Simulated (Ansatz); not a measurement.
# SnO2: the cost of one run

Computed with Ansatz 0.2.0 (DFT r2SCAN, scalar-relativistic, plane waves, PAW, unless a step's input says otherwise).

2 further runs of the same task are left out: 2 set aside as unsound or not needed.

### 1 The system as given

Symmetry: R-3m, No. 166, trigonal system. Conventional cell: a = 3.210 Å, b = 3.210 Å, c = 13.065 Å, α = 90.00°, β = 90.00°, γ = 120.00°. Sn (site symmetry -3m) is surrounded by 6 O at 2.09 Å. O (site symmetry 3m) has 3 Sn at 2.09 Å in its first shell of neighbours.

Coordinates:

```cif
data_structure
_symmetry_space_group_name_H-M 'P 1'
_symmetry_Int_Tables_number 1
_cell_length_a 4.7328
_cell_length_b 4.7328
_cell_length_c 4.7328
_cell_angle_alpha 39.642
_cell_angle_beta 39.642
_cell_angle_gamma 39.642
_cell_volume 38.85
loop_
_atom_site_label
_atom_site_type_symbol
_atom_site_fract_x
_atom_site_fract_y
_atom_site_fract_z
_atom_site_occupancy
Sn1 Sn 0.50000 0.50000 0.50000 1
O1 O 0.24125 0.24125 0.24125 1
O2 O 0.75875 0.75875 0.75875 1
```

It goes back to an entry of the Materials Project, which need not be the stable form.

This cell was relaxed beforehand with the same method: volume 12.95 Å³/atom, gap on the mesh 2.44 eV.

### 2 Zero of energy

The reference gives a free energy of -7175.5887 eV, pressure 0.02 GPa, largest force 0.002 eV/Å and gap on the mesh 2.44 eV. It was computed beforehand with the settings of the runs below.

### 3 Normal modes

Contents of input.yaml:

```yaml
crystal:
  lattice:
    - [1.604820443, 0.9265435148, 4.3549526392]
    - [-1.604820443, 0.9265435148, 4.3549526392]
    - [0.0, -1.8530870296, 4.3549526392]
  atoms:
    - { symbol: Sn, position: [0.5, 0.5, 0.5] }
    - { symbol: O, position: [0.2412464621, 0.2412464621, 0.2412464621] }
    - { symbol: O, position: [0.7587535379, 0.7587535379, 0.7587535379] }
basis:
  ecutwfc: 500
kpoints:
  mp_grid: { grid: [12, 12, 12] }
hamiltonian:
  xc: r2scan
scf:
  occupations: { method: gaussian, width: 0.05 }
output:
  eigenvalues: true
phonons:
  method: fd
  supercell: [1, 1, 1]
  amplitude: 0.02
  eigenvectors: true
  dielectric: false
```

On the command line:

```
> ansatz run input.yaml --threads 2 --pin off --max-ram 5120MiB --backend cpu --events-out ev --progress --plain --runs-dir out
```

What time and memory should one allow on 2 threads of Intel Xeon 6975P-C (Granite Rapids), shared host?

About 53 s, with a peak of 1.5 GiB.
